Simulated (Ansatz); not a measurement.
CrRu and its elements: a formation energy from the elements, run with the Ansatz DFT code, driven from Python.

The script, `formation_crru.py`:
```python
# -*- coding: utf-8 -*-
"""Formation energy of CrRu from the elements, after relaxing cells and atoms."""

from collections import Counter
import warnings

import ansatz as az
import numpy as np

PHASES = {
    "CrRu": (
        [[2.663748, 0.0, 0.0], [-1.331874, 2.306873, 0.0], [0.0, 0.0, 4.218014]],
        [
            ("Cr", [2 / 3, 1 / 3, 0.0]),
            ("Ru", [1 / 3, 2 / 3, 0.5]),
        ],
    ),
    "Cr": (
        [[-1.44195, 1.44195, 1.44195], [1.44195, -1.44195, 1.44195], [1.44195, 1.44195, -1.44195]],
        [
            ("Cr", [0.0, 0.0, 0.0]),
        ],
    ),
    "Ru": (
        [[2.7058, 0.0, 0.0], [-1.3529, 2.343292, 0.0], [0.0, 0.0, 4.2819]],
        [
            ("Ru", [1 / 3, 2 / 3, 0.25]),
            ("Ru", [2 / 3, 1 / 3, 0.75]),
        ],
    ),
}
MOMENTS = {"Cr": 3.0}  # parallel starting moments in muB


def build(vectors, sites):
    crystal = az.Crystal(lattice=az.Lattice.of(vectors))
    for symbol, position in sites:
        crystal = crystal.atom(symbol, position)
    return crystal

POLARISED = {"CrRu", "Cr"}


def ground_state(name, crystal):
    calc = (
        crystal.calculation()
        .basis(17 * az.Ha)
        .functional(az.Functional.PBESOL)
        .kpoints(spacing=0.27)
        .occupations("fermi_dirac", width=0.05)
        .stress()
    )
    if name in POLARISED:
        calc = calc.spin("collinear")
    calc = calc.relax(force_tolerance=0.01, max_steps=60, cell=True)
    return calc.run(threads=1, pin="off")


def counts(outcome):
    return Counter(site.symbol for site in outcome.lattice.sites)

def formation_energy(outcome, mu):
    n = counts(outcome)
    return (outcome.report["energy_sigma0_ev"] - sum(k * mu[element] for element, k in n.items())) / sum(n.values())


def volume_per_atom(outcome):
    return abs(np.linalg.det(outcome.lattice.cell_ang)) / len(outcome.lattice.sites)

warnings.simplefilter("ignore", az.DeckWarning)

phases = {name: build(*cell) for name, cell in PHASES.items()}
for name in ["CrRu", "Cr"]:
    phases[name] = phases[name].moments({e: m for e, m in MOMENTS.items() if e in phases[name].species()})

done = {name: ground_state(name, crystal) for name, crystal in phases.items()}

# energy of one atom in its reference phase
references = {"Cr": "Cr", "Ru": "Ru"}
mu = {element: done[name].report["energy_sigma0_ev"] / len(done[name].lattice.sites) for element, name in references.items()}

target = done["CrRu"]
heat = formation_energy(target, mu)
for element, value in mu.items():
    print(f"mu({element}) = {value:.4f} eV from {references[element]}, {volume_per_atom(done[references[element]]):.2f} A^3/atom")
print(f"formation energy of CrRu: {heat:.4f} eV/atom = {96.4853 * heat:.1f} kJ/mol of atoms")
```

Is CrRu bound against its elements at this level, and by how much?

The formation energy is +0.134 eV an atom (+13.0 kJ per mole of atoms), so CrRu lies above the reference phases.

The run itself:

`python formation_crru.py` gives:
```text
RunWarning: the starting moments were not kept: the SCF closed with an absolute magnetisation of 6.3e-6 μB, where they sum to 3 μB in size (1 site). That is at most 0.1 of that sum. Measured as dr2_m [...]
mu(Cr) = -3349.1985 eV from Cr, 11.13 A^3/atom
mu(Ru) = -5816.4956 eV from Ru, 13.33 A^3/atom
formation energy of CrRu: 0.1344 eV/atom = 13.0 kJ/mol of atoms
```
(Warnings from the package without file and line, shortened, repeats left out.)

Reading the output:
- Absolute energies stand on the zero of these potentials, so only differences at equal settings mean something.
- The SCF didn't keep the moments it started from (some shrank, vanished or turned); what is printed is the state reached.
- For the metals among these phases the mesh is modest: differences between phases can be off by up to 40 meV an atom.
- The cells come from databases of deposited and of computed structures, and not all need be stable phases.
- The compound is the structure given, not necessarily its lowest; energies are at zero temperature, with no correction for gases. Magnetic phases start from parallel moments and may not end in their lowest magnetic state. A semilocal functional's error on such energies is often 0.05 to 0.1 eV an atom, and 0.1 to 0.3 eV against gases such as O2 or F2.
- The script silences the warnings on its input, which a real study should read.
- Run time: 74 s on 1 thread of Arm Neoverse V2, on a shared host, peak memory 0.48 GiB.

(A comment or docstring line of the script was reworded after the run, the code is as it ran; lines on the test bed's own set-up are left out of the output.)
